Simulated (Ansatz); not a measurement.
# C₂H₄BrFSi: vertical ionisation energy

Aim: the vertical ionisation energy of C₂H₄BrFSi, as cation minus neutral at the neutral's geometry, on several levels, and how well −ε(HOMO) stands in for it.

Computed with Ansatz 0.2.0, Gaussian basis. Level: unrestricted cation, the program's frozen cores in correlated methods.

Plan: UKS PBE-D4/def2-TZVPP; UKS r2SCAN-D4/def2-TZVPP; UKS PBE0-D4/def2-TZVPP; UKS B3LYP-D4/def2-TZVPP; UKS wB97X-V/def2-TZVPP; UKS wB97M-V/def2-TZVPP; UKS B2PLYP/def2-TZVPP; UHF-CCSD(T)/def2-TZVPP; UHF-MP2/def2-QZVPP; extrapolation to the limit; then −ε(HOMO) from the neutral's earlier runs with LDA (SPW92), PBE-D4, revPBE-D4, BLYP-D4, r2SCAN-D4, B97M-V, PBE0-D4, B3LYP-D4, r2SCANh-D4, r2SCAN0-D4, HSE06-D4, BHLYP-D4, CAM-B3LYP-D4, LC-ωPBE, ωB97X-V, ωB97M-V.

## 1. The geometry

All runs share one geometry, relaxed beforehand with PBE0-D4 in a triple-zeta def2 set.

SMILES `C=C[SiH](F)Br`, 9 atoms, charge 0, spin multiplicity 1.

Atoms are counted from 1 here; the program's logs count them from 0.

Bond lengths: C1–C2 1.331 Å, C1–H6 1.086 Å, C1–H7 1.087 Å, C2–Si3 1.837 Å, C2–H8 1.088 Å, Si3–F4 1.593 Å, Si3–Br5 2.210 Å, Si3–H9 1.477 Å. Angles: C2–C1–H6 122.2°, C2–C1–H7 121.8°, H6–C1–H7 116.0°, C1–C2–Si3 120.4°, C1–C2–H8 119.4°, Si3–C2–H8 120.2°, C2–Si3–F4 110.8°, C2–Si3–Br5 110.5°, C2–Si3–H9 111.3°, F4–Si3–Br5 106.7°, F4–Si3–H9 108.5°, Br5–Si3–H9 108.9°.

## 2. Cation, UKS PBE-D4/def2-TZVPP

Input file in.yaml:

```yaml
crystal:
  periodic: [false, false, false]
  atoms:
    - {symbol: C, position_ang: [-1.215799, 0.966190, -0.183837]}
    - {symbol: C, position_ang: [-0.240835, 0.211056, -0.683926]}
    - {symbol: Si, position_ang: [0.813390, -0.801763, 0.429127]}
    - {symbol: F, position_ang: [0.708676, -2.347076, 0.057245]}
    - {symbol: Br, position_ang: [2.939251, -0.239309, 0.207829]}
    - {symbol: H, position_ang: [-1.848238, 1.586551, -0.812043]}
    - {symbol: H, position_ang: [-1.424369, 0.999123, 0.882369]}
    - {symbol: H, position_ang: [-0.061572, 0.212194, -1.756579]}
    - {symbol: H, position_ang: [0.418095, -0.633165, 1.842617]}
basis:
  gaussian: {orbitals: def2-TZVPP}
total_charge: 1
magnetization: {spin_polarized: true, initial_magnetization: 1}
hamiltonian: {xc: pbe, dispersion: d4}
```

Started as:

```bash
$ ansatz run in.yaml --threads 2 --pin off --events-out ev --progress --plain --max-ram 32768MiB --backend cpu
```

The runs that follow: Cation, UKS r2SCAN-D4/def2-TZVPP; Cation, UKS PBE0-D4/def2-TZVPP; Cation, UKS B3LYP-D4/def2-TZVPP; Cation, UKS wB97X-V/def2-TZVPP; Cation, UKS wB97M-V/def2-TZVPP; Cation, UKS B2PLYP (frozen core)/def2-TZVPP; Cation, UHF-CCSD(T)/def2-TZVPP; Cation, UHF-MP2/def2-QZVPP.

**Question.** What will the summary of the whole plan be? Wanted: ionisation energy, CCSD(T)/CBS; nearest functional by difference; nearest −ε(HOMO); −ε(HOMO) of PBE; T1 of the cation.

As calculated:

| quantity | value |
| --- | --- |
| ionisation energy, CCSD(T)/CBS | 10.96 eV |
| nearest functional by difference | ωB97X-V (-0.24 eV) |
| nearest −ε(HOMO) | LC-ωPBE (+0.15 eV) |
| −ε(HOMO) of PBE | 7.18 eV |
| T1 of the cation | 0.051 |

**Reading.** By cation minus neutral, the functionals miss by 0.89 eV at most. The PBE orbital energy is 3.8 eV too small: a semilocal HOMO is no ionisation energy. Among orbital estimates LC-ωPBE comes nearest. Hartree-Fock falls 1.50 eV short, as the neutral has more correlation energy than the cation. The cation's T1 (from the report) is 0.051, above the customary mark of 0.045 for open shells, so the coupled-cluster value is less safe. Correlated methods include outer-core shells of Br, which these sets cover unevenly. With outer-core shells in play the reference is unsure by up to some tenths of an eV, so close misses can't be ranked.
